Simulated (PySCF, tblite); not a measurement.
**C5H10B2BrP: geometry, infrared bands and NMR shifts**

What infrared bands and NMR shifts should C5H10B2BrP (`C=C[C@@]1(C)BPB(Br)C1`) show?

The runs use tblite 0.8.0 and PySCF 2.14.0, with density-fitted response routines of our own; the level of theory stands in each step. All values are computed, except where a source is named. Atoms are numbered from 0 throughout.

## (1) The starting structure

19 atoms, charge 0, multiplicity 1; geometry from: force field or distance geometry start.

Bonds of the start (Å): C0–C1 1.35, C1–C2 1.49, C2–C3 1.51, C2–B4 1.59, B4–P5 1.96, P5–B6 1.95, B6–Br7 1.99, B6–C8 1.59, C8–C2 1.50, C0–H9 1.08, C0–H10 1.08, C1–H11 1.08, C3–H12 1.10, C3–H13 1.12, C3–H14 1.09, B4–H15 1.16, P5–H16 1.46, C8–H17 1.10, C8–H18 1.12.

## (2) Relaxing the molecule with GFN2-xTB

What the job is given:

```
{"job": {"kind": "relax", "xc": "GFN2-xTB", "basis": "xTB"}, "charge": 0, "multiplicity": 1}
C      1.576700     1.197100     1.134100
C      0.344500     1.026600     0.612600
C      0.187800    -0.124000    -0.313200
C      1.186500     0.041800    -1.435900
B      0.384000    -1.436200     0.555300
P     -1.362300    -1.569600     1.424200
B     -2.253300    -0.343900     0.201900
Br    -4.149300     0.254100     0.222000
C     -1.172000    -0.180400    -0.946300
H      1.696200     2.021700     1.818400
H      2.365600     0.520600     0.853600
H     -0.484100     1.674300     0.877500
H      1.990300     0.731700    -1.129400
H      0.643800     0.507900    -2.295300
H      1.554200    -0.935300    -1.755100
H      1.288700    -2.160300     0.636300
H     -1.225700    -0.846500     2.681400
H     -1.411600     0.711800    -1.541400
H     -1.170000    -1.082100    -1.608200
```

Launch:

```bash
$ OMP_NUM_THREADS=1 python probes_run.py task.json out
```

One launch serves the whole session: the jobs run in the order shown.

**Question.** This job is followed by: GFN2-xTB harmonic vibrations, gas phase; GIAO PBE0/pcSseg-1 NMR shielding, non-relativistic, gas phase. Predict these results of the whole session: strongest single infrared mode (GFN2-xTB); zero-point energy (GFN2-xTB); ¹³C shifts against TMS (PBE0/pcSseg-1); ¹H shifts against TMS (PBE0/pcSseg-1, means over atoms taken as alike); ¹¹B shifts against BF3·OEt2 (PBE0/pcSseg-1); ³¹P shifts against H3PO4 (PBE0/pcSseg-1); ⁷⁹Br shifts against HBr (PBE0/pcSseg-1).

The runs gave:

```
                                                              quantity                                               value
                             strongest single infrared mode (GFN2-xTB)                               2690 cm⁻¹, 107 km/mol
                                          zero-point energy (GFN2-xTB)                                       88.1 kcal/mol
                                ¹³C shifts against TMS (PBE0/pcSseg-1)                  151.5, 121.0, 55.8, 49.8, 24.1 ppm
¹H shifts against TMS (PBE0/pcSseg-1, means over atoms taken as alike)  7.53, 5.45, 5.39, 5.31, 5.24, 1.86, 1.83, 1.48 ppm
                           ¹¹B shifts against BF3·OEt2 (PBE0/pcSseg-1)                                      84.6, 76.3 ppm
                              ³¹P shifts against H3PO4 (PBE0/pcSseg-1)                                           -48.7 ppm
                               ⁷⁹Br shifts against HBr (PBE0/pcSseg-1)                                             464 ppm
```

What this shows: Over 145 steps the energy fell by 1.270 eV; of the close pairs, B4–P5 changed most, 1.955 to 1.812 Å. All 51 modes are real, so the xTB geometry is a minimum. The strongest single mode, at 2690 cm⁻¹, moves mainly H15. GFN2-xTB is a fitted tight-binding method: band positions and strengths are rough. Its intensities can rank the bands wrongly. C1 (alkene CH) lies farthest downfield among carbon, at 151.5 ppm; an sp2 carbon of a C=C bond. At PBE0/pcSseg-1: The widest tensor belongs to Br7: span 1261 ppm, with a paramagnetic part of -965 ppm. Spin-orbit coupling is left out, which matters for shieldings and couplings at and beside the heavy atoms.
